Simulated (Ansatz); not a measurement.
## Rb3Cd, space group Fm-3m: cell relaxations under several functionals, step by step

Program: Ansatz 0.2.0, Python API.

The script reads `rb3cd.cif`:
```cif
data_Rb3Cd
_cell_length_a 7.072491
_cell_length_b 7.072491
_cell_length_c 7.072491
_cell_angle_alpha 60.00000
_cell_angle_beta 60.00000
_cell_angle_gamma 60.00000
_symmetry_space_group_name_H-M 'P 1'
_symmetry_Int_Tables_number 1
loop_
_symmetry_equiv_pos_as_xyz
'x, y, z'
loop_
_atom_site_label
_atom_site_type_symbol
_atom_site_fract_x
_atom_site_fract_y
_atom_site_fract_z
Rb1 Rb    0.250000    0.250000    0.250000
Rb2 Rb    0.750000    0.750000    0.750000
Rb3 Rb    0.500000    0.500000    0.500000
Cd4 Cd    0.000000    0.000000    0.000000
```

The cells in order, each with its output:

```python
import warnings

import ansatz as az
from ase.io import read
import numpy as np
```

```python
def edges_and_angles(cell):
    cell = np.asarray(cell)
    a, b, c = np.linalg.norm(cell, axis=1)
    cosines = cell[1] @ cell[2] / (b * c), cell[0] @ cell[2] / (a * c), cell[0] @ cell[1] / (a * b)
    return (a, b, c, *np.degrees(np.arccos(cosines)))
```

```python
warnings.simplefilter('ignore', az.DeckWarning)
```

```python
atoms = read('rb3cd.cif')
cell = az.Crystal.from_ase(atoms)
```

```python
job = cell.calculation()
job = job.occupations(az.OccupationsMethod.FERMI_DIRAC, width=0.1)
job = job.basis(17 * az.Ha).kpoints(mesh=(4, 4, 4))
job = job.relax(cell=True, max_steps=60)
```

```python
levels = [('pbesol', 'none'), ('lda', 'none'), ('pbesol', 'd3bj')]
print('level            a       b       c    alpha   beta  gamma  V/atom  steps')
for name, dispersion in levels:
    seen = []
    run = job.functional(name, dispersion=dispersion).session().plan()
    out = run.execute(on_event=lambda e: seen.append(e) if e['event'] == 'relax_step' else None)
    cell = out.lattice.cell_ang
    label = name if dispersion == 'none' else f'{name}+{dispersion}'
    print('{:13s} {:7.4f} {:7.4f} {:7.4f} {:6.2f} {:6.2f} {:6.2f}'.format(label, *edges_and_angles(cell)), f'{abs(np.linalg.det(cell)) / len(out.lattice.sites):7.3f} {len(seen):5d}')
```

    level            a       b       c    alpha   beta  gamma  V/atom  steps
    pbesol         6.8426  6.8426  6.8426  60.00  60.00  60.00  56.634     5
    lda            6.5726  6.5726  6.5726  60.00  60.00  60.00  50.191     6
    pbesol+d3bj    6.5745  6.5745  6.5745  60.00  60.00  60.00  50.236     6

From smallest to largest: LDA (50.19 Å³ an atom, -19.7 % against the start), PBEsol+D3BJ (50.24 Å³ an atom, -19.7 % against the start) and PBEsol (56.63 Å³ an atom, -9.4 % against the start). The spread is 12.8 % in volume.

What to keep in mind:
- Forces vanish by symmetry, so the ions can't move, and the end may be a saddle.
- Dispersion corrections can be off by several per cent in the lattices of metals, and by several GPa in the pressure at a fixed cell.
- The mesh is modest for a metal, so energies can be off by several to tens of meV an atom and pressures by half a GPa or more; differences at equal mesh fare better.
- Edges and angles are those of the cell as typed, here a primitive one, not of the conventional cell.
- The structure comes from a database of computed cells and needn't be a stable or known phase.
- Run time: 53 s on 1 thread of Arm Neoverse V2, with other jobs on the host, peak memory 0.61 GiB.
